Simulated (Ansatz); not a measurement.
Born–Oppenheimer molecular dynamics of a periodic cell of 16 atoms, C (start crystal C, start structure diamond, volume 1 times the crystal's). It starts from a structure without forces on its atoms.

The calculation used DFT PBE-D3(BJ), scalar-relativistic, plane waves, PAW (Ansatz). Settings: accuracy low, cutoff 420 eV, k mesh 4x4x4, fermi-dirac smearing 0.24 eV, no spin polarisation.

* ensemble: NVT, Langevin thermostat
* time step: 0.75 fs
* steps asked: 150
* set temperature: 2800 K
* friction: 0.02 /fs
* seed: 160550

Frames 3.75 fs apart, positions in Å, forces in eV/Å.

Velocities at 37.5 fs (Å/ps):

```
C 4.42 -17.53 1.67
C -18.79 -32.47 13.61
C 1.55 -1.53 -13.63
C 7.93 -6.05 19.59
C 20.05 7.15 9.80
C -4.02 23.78 20.23
C 9.42 -9.04 9.77
C -5.28 -19.61 19.49
C 4.81 -14.19 -18.03
C -3.57 1.63 -16.86
C -2.35 -10.39 4.66
C -1.80 -2.83 -6.46
C 4.38 -12.72 -2.92
C -10.13 9.74 -2.24
C -22.63 5.98 5.68
C -1.92 -1.29 -11.60
```

```xyz
16
Lattice="0.0000 3.5700 3.5700 3.5700 0.0000 3.5700 3.5700 3.5700 0.0000" Properties=species:S:1:pos:R:3:forces:R:3 time_fs=37.5 energy_less_start_eV=4.813 T=2210
C 0.040 -0.024 -0.037 -0.14 -2.22 1.37
C 0.966 0.824 0.858 -3.49 -0.17 3.13
C 1.820 1.682 0.028 0.28 2.43 -0.16
C 2.662 2.678 0.875 2.89 -2.24 1.61
C 1.740 -0.103 1.920 -0.14 0.91 -4.98
C 2.617 0.704 2.727 2.96 7.02 -1.15
C 3.473 1.795 1.919 3.08 -3.48 -5.01
C 4.486 2.599 2.736 -3.61 -2.13 1.32
C 0.037 1.683 1.824 -1.89 2.34 -2.42
C 0.871 2.691 2.551 2.45 -1.85 2.12
C 1.875 3.576 1.741 -3.60 0.30 0.03
C 2.678 4.443 2.715 3.00 -2.36 -0.95
C 1.855 1.806 3.370 -4.54 -1.24 7.25
C 2.537 2.724 4.506 5.08 -5.86 -2.31
C 3.607 3.424 3.665 -1.77 3.88 -0.46
C 4.487 4.337 4.439 -0.57 4.66 0.60
16
Lattice="0.0000 3.5700 3.5700 3.5700 0.0000 3.5700 3.5700 3.5700 0.0000" Properties=species:S:1:pos:R:3:forces:R:3 time_fs=41.2 energy_less_start_eV=3.808 T=2819
C 0.036 -0.112 -0.034 -0.85 0.75 2.45
C 0.892 0.735 0.932 1.26 1.75 -1.16
C 1.808 1.684 -0.017 0.20 -0.27 3.35
C 2.705 2.638 0.954 0.39 -2.31 -2.05
C 1.810 -0.080 1.940 -3.62 0.09 -2.42
C 2.632 0.842 2.791 5.15 -2.13 -4.42
C 3.529 1.748 1.911 2.05 -1.50 -3.64
C 4.457 2.551 2.800 -1.01 1.27 -1.21
C 0.050 1.651 1.748 -2.87 2.52 0.22
C 0.867 2.683 2.514 1.50 -3.22 3.12
C 1.816 3.537 1.742 -0.84 0.98 -0.81
C 2.681 4.422 2.660 0.96 -1.18 0.58
C 1.856 1.760 3.417 -7.24 3.05 7.26
C 2.527 2.737 4.489 4.68 -5.60 -0.84
C 3.525 3.457 3.677 0.78 2.45 -2.74
C 4.476 4.351 4.392 -0.53 3.34 2.32
16
Lattice="0.0000 3.5700 3.5700 3.5700 0.0000 3.5700 3.5700 3.5700 0.0000" Properties=species:S:1:pos:R:3:forces:R:3 time_fs=45.0 energy_less_start_eV=3.832 T=2923
C 0.012 -0.174 -0.014 -0.27 2.50 2.42
C 0.854 0.672 1.005 2.61 2.06 -4.21
C 1.802 1.679 -0.028 0.70 -1.60 4.40
C 2.741 2.547 1.026 -1.92 0.55 -5.59
C 1.835 -0.051 1.940 -3.07 -0.09 -0.87
C 2.700 0.972 2.801 1.48 -6.95 -2.85
C 3.637 1.688 1.861 -0.76 1.35 0.00
C 4.448 2.543 2.844 0.78 2.48 -2.80
C 0.017 1.650 1.680 -2.03 2.15 2.74
C 0.867 2.642 2.522 -0.51 -2.24 3.31
C 1.745 3.503 1.706 2.63 0.12 0.97
C 2.688 4.399 2.628 -1.69 -0.04 0.77
C 1.774 1.752 3.544 -2.14 2.61 0.48
C 2.565 2.718 4.458 1.62 -3.94 2.61
C 3.459 3.520 3.677 2.97 0.40 -4.96
C 4.458 4.393 4.372 -0.41 0.64 3.57
16
Lattice="0.0000 3.5700 3.5700 3.5700 0.0000 3.5700 3.5700 3.5700 0.0000" Properties=species:S:1:pos:R:3:forces:R:3 time_fs=48.8 energy_less_start_eV=5.705 T=2077
C -0.011 -0.230 0.044 0.95 3.62 0.61
C 0.861 0.621 1.022 1.22 3.68 -3.80
C 1.809 1.658 -0.003 -0.17 -1.79 3.79
C 2.748 2.470 1.052 -2.90 2.40 -6.23
C 1.841 -0.037 1.939 -1.53 -0.53 0.26
C 2.795 1.045 2.796 -3.76 -9.74 0.60
C 3.714 1.632 1.841 -3.57 5.25 3.23
C 4.450 2.550 2.873 2.10 2.83 -3.53
C -0.042 1.677 1.669 1.08 -0.90 3.20
C 0.880 2.568 2.572 -2.41 0.34 2.64
C 1.685 3.461 1.678 4.08 -0.29 2.97
C 2.667 4.372 2.612 -2.83 0.99 0.09
C 1.704 1.782 3.679 3.25 1.16 -6.07
C 2.612 2.658 4.468 -0.11 0.42 3.22
C 3.415 3.581 3.623 3.91 -2.47 -2.30
C 4.417 4.464 4.415 0.68 -4.95 1.33
16
Lattice="0.0000 3.5700 3.5700 3.5700 0.0000 3.5700 3.5700 3.5700 0.0000" Properties=species:S:1:pos:R:3:forces:R:3 time_fs=52.5 energy_less_start_eV=6.776 T=1769
C -0.021 -0.259 0.086 0.60 3.84 -1.27
C 0.866 0.594 0.986 0.15 4.68 -1.67
C 1.794 1.607 0.070 -1.11 -1.09 0.48
C 2.723 2.404 1.011 -2.25 3.39 -3.24
C 1.810 -0.051 1.915 0.36 -0.41 2.09
C 2.853 1.024 2.797 -5.69 -8.82 1.32
C 3.764 1.630 1.851 -6.54 5.79 5.10
C 4.468 2.567 2.878 1.64 2.37 -3.22
C -0.097 1.704 1.693 3.01 -3.92 3.79
C 0.854 2.515 2.641 -2.01 1.62 0.93
C 1.643 3.388 1.665 3.94 0.87 3.70
C 2.606 4.346 2.589 -2.11 0.78 0.29
C 1.662 1.814 3.745 4.89 -1.19 -6.83
C 2.630 2.615 4.532 -1.79 3.47 -0.40
C 3.383 3.595 3.556 4.61 -3.75 1.23
C 4.386 4.481 4.464 2.30 -7.62 -2.30
16
Lattice="0.0000 3.5700 3.5700 3.5700 0.0000 3.5700 3.5700 3.5700 0.0000" Properties=species:S:1:pos:R:3:forces:R:3 time_fs=56.2 energy_less_start_eV=5.417 T=2519
C -0.038 -0.266 0.105 -0.41 3.58 -1.96
C 0.841 0.614 0.935 0.29 3.51 2.25
C 1.772 1.536 0.162 -1.73 1.01 -4.67
C 2.686 2.378 0.948 -0.95 3.27 1.91
C 1.772 -0.082 1.881 1.40 0.55 3.17
C 2.845 0.915 2.845 -5.67 -3.99 -0.61
C 3.742 1.683 1.921 -5.38 0.28 0.86
C 4.507 2.584 2.823 -0.77 1.50 -0.37
C -0.110 1.708 1.770 1.54 -4.34 2.05
C 0.809 2.489 2.726 -0.21 1.69 -1.64
C 1.633 3.321 1.697 2.38 2.61 2.48
C 2.516 4.322 2.579 0.84 -0.38 1.85
C 1.668 1.834 3.723 4.50 -4.99 -2.30
C 2.636 2.622 4.602 -1.94 2.51 -4.07
C 3.375 3.575 3.516 4.78 -3.10 2.97
C 4.381 4.431 4.501 1.33 -3.71 -1.93
16
Lattice="0.0000 3.5700 3.5700 3.5700 0.0000 3.5700 3.5700 3.5700 0.0000" Properties=species:S:1:pos:R:3:forces:R:3 time_fs=60.0 energy_less_start_eV=4.910 T=2292
C -0.062 -0.233 0.118 -0.60 1.30 -1.66
C 0.814 0.670 0.904 -0.47 0.59 5.59
C 1.735 1.487 0.192 -0.35 3.33 -7.26
C 2.622 2.384 0.912 1.14 2.54 4.62
C 1.763 -0.109 1.869 1.13 2.25 2.52
C 2.763 0.794 2.890 -3.78 1.91 -3.08
C 3.654 1.758 1.969 -2.70 -5.44 -2.31
C 4.532 2.608 2.764 -3.60 -0.15 2.00
C -0.100 1.653 1.885 -0.93 -1.04 -2.52
C 0.785 2.479 2.773 1.37 0.69 -1.08
C 1.664 3.270 1.768 -0.52 3.55 -0.03
C 2.451 4.300 2.569 4.05 -1.37 4.52
C 1.733 1.809 3.696 1.44 -6.16 0.87
C 2.622 2.650 4.620 1.17 -1.34 -4.37
C 3.426 3.534 3.508 3.07 -1.47 3.78
C 4.402 4.342 4.544 -0.41 0.80 -1.60
16
Lattice="0.0000 3.5700 3.5700 3.5700 0.0000 3.5700 3.5700 3.5700 0.0000" Properties=species:S:1:pos:R:3:forces:R:3 time_fs=63.8 energy_less_start_eV=4.352 T=2688
C -0.088 -0.179 0.097 0.80 -1.49 0.87
C 0.774 0.726 0.940 0.34 -0.77 4.48
C 1.701 1.509 0.165 -0.40 3.44 -4.99
C 2.569 2.436 0.936 2.73 0.55 3.01
C 1.794 -0.120 1.902 -0.74 1.93 -0.27
C 2.661 0.714 2.901 -1.14 4.67 -4.29
C 3.552 1.769 1.971 0.08 -5.89 -2.73
C 4.507 2.626 2.742 -3.78 -2.55 1.92
C -0.086 1.581 1.971 -1.49 1.86 -4.92
C 0.791 2.484 2.783 1.51 -0.95 0.66
C 1.711 3.281 1.834 -3.48 2.08 -1.13
C 2.415 4.285 2.611 6.36 -0.28 5.34
C 1.790 1.703 3.676 -2.12 -2.40 2.60
C 2.619 2.666 4.575 2.07 -4.14 -2.24
C 3.506 3.472 3.535 0.10 0.17 4.15
C 4.404 4.245 4.598 -0.83 3.79 -2.47
16
Lattice="0.0000 3.5700 3.5700 3.5700 0.0000 3.5700 3.5700 3.5700 0.0000" Properties=species:S:1:pos:R:3:forces:R:3 time_fs=67.5 energy_less_start_eV=4.150 T=2806
C -0.108 -0.138 0.080 2.14 -3.05 2.75
C 0.729 0.749 1.004 2.51 -0.35 0.71
C 1.677 1.569 0.090 -1.25 1.81 0.34
C 2.567 2.495 0.997 1.54 -1.20 -1.32
C 1.813 -0.105 1.953 -3.29 -0.84 -4.46
C 2.578 0.701 2.882 3.38 2.59 -3.99
C 3.460 1.722 1.934 2.40 -3.75 -1.44
C 4.434 2.621 2.726 -0.24 -4.34 0.98
C -0.083 1.540 2.001 -1.34 2.87 -3.86
C 0.828 2.459 2.794 -0.32 -1.05 1.30
C 1.723 3.310 1.882 -3.41 0.66 0.12
C 2.426 4.256 2.712 6.63 1.23 3.04
C 1.827 1.568 3.672 -5.40 3.99 4.54
C 2.644 2.663 4.518 0.55 -5.58 1.63
C 3.593 3.379 3.612 -3.41 3.08 3.20
C 4.403 4.205 4.658 -0.49 3.92 -3.54
16
Lattice="0.0000 3.5700 3.5700 3.5700 0.0000 3.5700 3.5700 3.5700 0.0000" Properties=species:S:1:pos:R:3:forces:R:3 time_fs=71.2 energy_less_start_eV=4.505 T=3024
C -0.097 -0.119 0.093 1.84 -3.34 2.68
C 0.715 0.741 1.084 3.73 -0.33 -3.08
C 1.656 1.632 0.033 -0.33 0.06 3.92
C 2.607 2.542 1.040 -1.48 -1.57 -3.40
C 1.812 -0.097 1.978 -5.75 -3.72 -6.72
C 2.526 0.728 2.822 6.38 -0.28 -0.13
C 3.374 1.608 1.903 4.52 1.00 -0.41
C 4.378 2.587 2.718 1.77 -3.96 1.14
C -0.086 1.540 1.984 -1.28 2.29 -0.68
C 0.882 2.397 2.812 -2.85 1.14 1.47
C 1.689 3.327 1.931 0.83 0.20 1.79
C 2.483 4.247 2.855 4.15 0.66 -1.22
C 1.809 1.476 3.732 -4.87 6.73 2.63
C 2.677 2.583 4.498 -0.97 -4.48 5.02
C 3.650 3.314 3.724 -4.72 4.05 -0.47
C 4.418 4.218 4.684 -0.97 1.56 -2.51
16
Lattice="0.0000 3.5700 3.5700 3.5700 0.0000 3.5700 3.5700 3.5700 0.0000" Properties=species:S:1:pos:R:3:forces:R:3 time_fs=75.0 energy_less_start_eV=5.403 T=2622
C -0.047 -0.134 0.107 -0.18 -2.62 2.24
C 0.743 0.721 1.131 2.23 0.08 -5.29
C 1.624 1.699 0.003 2.99 -2.85 6.14
C 2.621 2.577 1.039 -2.68 -1.94 -2.07
C 1.734 -0.106 1.932 -2.33 -3.45 -2.56
C 2.528 0.772 2.783 2.14 -5.66 3.17
C 3.314 1.492 1.890 6.10 6.80 -2.13
C 4.349 2.523 2.737 1.12 -1.13 0.13
C -0.097 1.565 1.960 0.03 -0.82 2.27
C 0.918 2.315 2.837 -4.31 4.69 1.30
C 1.643 3.350 2.009 4.83 -0.82 0.88
C 2.565 4.248 2.987 0.51 0.57 -4.19
C 1.748 1.449 3.808 -0.36 5.47 -1.65
C 2.705 2.445 4.557 -2.11 0.20 3.86
C 3.680 3.288 3.807 -6.34 2.28 -2.93
C 4.420 4.225 4.681 -1.66 -0.82 0.85
16
Lattice="0.0000 3.5700 3.5700 3.5700 0.0000 3.5700 3.5700 3.5700 0.0000" Properties=species:S:1:pos:R:3:forces:R:3 time_fs=78.8 energy_less_start_eV=6.235 T=2472
C 0.039 -0.194 0.185 -3.56 -0.95 -1.47
C 0.804 0.691 1.106 -1.00 2.39 -4.19
C 1.631 1.723 0.028 4.09 -3.96 6.43
C 2.597 2.574 1.005 -1.28 -1.61 0.77
C 1.653 -0.129 1.859 3.08 -4.25 3.90
C 2.568 0.764 2.791 -0.63 -6.30 2.46
C 3.324 1.466 1.844 4.62 6.41 0.57
C 4.346 2.446 2.750 -0.84 2.39 -1.13
C -0.104 1.596 1.973 3.39 -5.59 4.69
C 0.910 2.294 2.844 -2.62 5.80 2.60
C 1.671 3.366 2.107 3.96 -0.71 -1.88
C 2.638 4.262 3.100 -1.57 -0.50 -6.56
C 1.706 1.461 3.851 2.46 2.25 -3.66
C 2.714 2.305 4.653 -4.82 6.55 -1.59
C 3.641 3.285 3.853 -4.78 -0.22 -3.28
C 4.402 4.214 4.689 -0.50 -1.71 2.34
```

Of the whole run (112 fs, mean temperature of the second half 2648 K): A run of 0.11 ps of so small a system gives no equilibrium averages. Limits of this set-up: low accuracy level.

The run took 7.3 min on 1 thread of AMD EPYC 9R45 (Zen 5) (shared host), peak memory 0.52 GiB.
